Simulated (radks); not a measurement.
# Br⁴⁺ in [Ar] 3d10 4s2 4p1: an all-electron calculation

The task here is to estimate one member of a computed series from the others.

Program: radks (a radial shooting solver on a logarithmic mesh, Libxc functionals) version 1. Level of theory: scalar-relativistic Kohn-Sham, PBEsol, spin-polarised, spherical densities, finite nucleus; open shells are filled with parallel spins first. These are calculated values, not measurements, unless marked.

### Starting point

* element: bromine (Z = 35)
* charge: +4
* electrons: 31
* configuration: [Ar] 3d10 4s2 4p1
* nuclear rms radius: 4.1629 fm

The outer shells:

Br⁴⁺
```
[Ar] core
3d [↑↓][↑↓][↑↓][↑↓][↑↓]
4s [↑↓]
4p [↑ ][  ][  ]
```

The first run:

The run's settings:

```text
Z 35
configuration [Ar] 3d10 4s2 4p1
relativity scalar-relativistic
functional pbe_sol,pbe_sol
spin polarised
nucleus finite rms 4.1629 fm
c 137.035999084
```

One of the session's tables, all rows but one given; the rest of the session is left out.

It belongs to the step «Orbitals and density». Sizes of the orbitals, from the radial functions (bohr):

```
  level      <r>  outermost maximum (interpolated)  90 % within  nodes
  1s up  0.04277                            0.0279       0.0765      0
1s down  0.04277                            0.0279       0.0765      0
  2s up   0.1896                             0.159        0.293      1
2s down   0.1896                             0.159        0.293      1
  2p up   0.1655                             0.127        0.270      0
2p down   0.1655                             0.127        0.270      0
  3s up   0.5513                             0.484        0.821      2
3s down   0.5512                             0.484        0.820      2
  3p up   0.5635                             0.481        0.860      1
3p down   0.5632                             0.481        0.860      1
  3d up   0.5861                             0.430        0.964      0
3d down        ?                                 ?            ?      ?
  4s up    1.505                              1.35         2.18      3
4s down    1.503                              1.34         2.18      3
  4p up    1.686                              1.50         2.46      2
4p down    1.689                              1.49         2.48      2
```

Estimate the missing values for 3d down.

The run gave: <r>: 0.5847; outermost maximum (interpolated): 0.430; 90 % within: 0.961; nodes: 0. In the column «<r>» it lies between 3p up (0.5635) and 3d up (0.5861).

Limits of these values: Open shells are spherical and high-spin; term and fine-structure splittings are not resolved.
